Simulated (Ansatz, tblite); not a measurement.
**The cluster Si₄B−: rung by rung**

Aim: run the singlet of the cluster Si₄B− at one geometry on many levels, and compare frontier levels, spin and run time.

Method: as each input shows; program: Ansatz 0.2.0, Gaussian basis.

Plan: GFN2-xTB, PBE-D4/def2-TZVPD, r2SCAN-D4/def2-TZVPD, B2PLYP/def2-TZVPD, BHLYP-D4/def2-TZVPD, BLYP-D4/def2-TZVPD, CCSD(T)/def2-TZVPPD, MP2/def2-TZVPD.

4 further runs of the same task are left out: 4 set aside as unsound or not needed.

## 1. The structure

The geometry is that of the singlet, from an earlier relaxation (PBE0-D4/def2-SVPD). At that level it is the lowest of the isomers that a small search found.

5 atoms, charge -1, spin multiplicity 1.

Bond lengths: B1–Si2 2.003 Å, B1–Si3 1.956 Å, B1–Si4 1.956 Å, B1–Si5 2.003 Å, Si2–Si3 2.457 Å, Si2–Si4 2.459 Å, Si3–Si5 2.457 Å, Si4–Si5 2.455 Å. Angles: Si2–B1–Si3 76.7°, Si2–B1–Si4 76.8°, Si2–B1–Si5 92.5°, Si3–B1–Si4 141.2°, Si3–B1–Si5 76.7°, Si4–B1–Si5 76.6°, B1–Si2–Si3 50.8°, B1–Si2–Si4 50.8°, Si3–Si2–Si4 97.3°, B1–Si3–Si2 52.5°, B1–Si3–Si5 52.5°, Si2–Si3–Si5 72.1°, B1–Si4–Si2 52.5°, B1–Si4–Si5 52.5°, Si2–Si4–Si5 72.1°, B1–Si5–Si3 50.8°, B1–Si5–Si4 50.8°, Si3–Si5–Si4 97.4°.

The ion is computed in the gas phase, without counter-ions or solvent.

PBE0-D4/def2-TZVPD was run before; its log isn't repeated, and its numbers join the tables.

## 2. GFN2-xTB

Tight binding, by tblite at 300 K electronic temperature and without a spin-polarisation term:

```python
tblite.interface.Calculator('GFN2-xTB', numbers, positions, charge=-1, uhf=0).singlepoint()
```

Energy -214.5649 eV, HOMO -0.97 eV, LUMO 0.37 eV; 0.01 s.

## 3. PBE-D4/def2-TZVPD

start.molden holds the orbitals of an earlier run on this state, given as this run's starting guess.

in.yaml reads:

```yaml
crystal:
  periodic: [false, false, false]
  atoms:
    - {symbol: B, position_ang: [-0.759311, 0.278587, 0.094566]}
    - {symbol: Si, position_ang: [0.011263, -1.416128, -0.644440]}
    - {symbol: Si, position_ang: [-0.082420, 0.820316, -1.658636]}
    - {symbol: Si, position_ang: [-0.222772, -0.705759, 1.697763]}
    - {symbol: Si, position_ang: [1.053241, 1.022974, 0.510757]}
basis:
  gaussian: {orbitals: def2-TZVPD, initial_orbitals: start.molden}
total_charge: -1
hamiltonian: {xc: pbe, dispersion: d4}
scf: {omitted_lower_state_checks: [starts]}
output: {forces: true, orbitals: {seedname: orbitals}}
```

The run is started by

```bash
$ ansatz run in.yaml --threads 4 --pin off --events-out ev --progress --plain --max-ram 4787MiB
```

The runs that follow: r2SCAN-D4/def2-TZVPD; B2PLYP/def2-TZVPD; BHLYP-D4/def2-TZVPD; BLYP-D4/def2-TZVPD; CCSD(T)/def2-TZVPPD; MP2/def2-TZVPD.

**Question.** What will the summary of the whole plan be? Wanted: gap in def2-TZVPD, named functionals, smallest and largest; correlation energy, CCSD(T)/def2-TZVPPD; correlation energy, MP2/def2-TZVPD.

The runs gave:

```
                                                  quantity                                  value
gap in def2-TZVPD, named functionals, smallest and largest  1.19 eV (BLYP-D4), 4.18 eV (BHLYP-D4)
                   correlation energy, CCSD(T)/def2-TZVPPD                              -17.08 eV
                        correlation energy, MP2/def2-TZVPD                              -15.29 eV
```

In words: Orbital gaps of the named functionals in def2-TZVPD span 1.19 eV (BLYP-D4) to 4.18 eV (BHLYP-D4); exact exchange widens it. Notes on CCSD(T)/def2-TZVPPD: large T1 diagnostic.
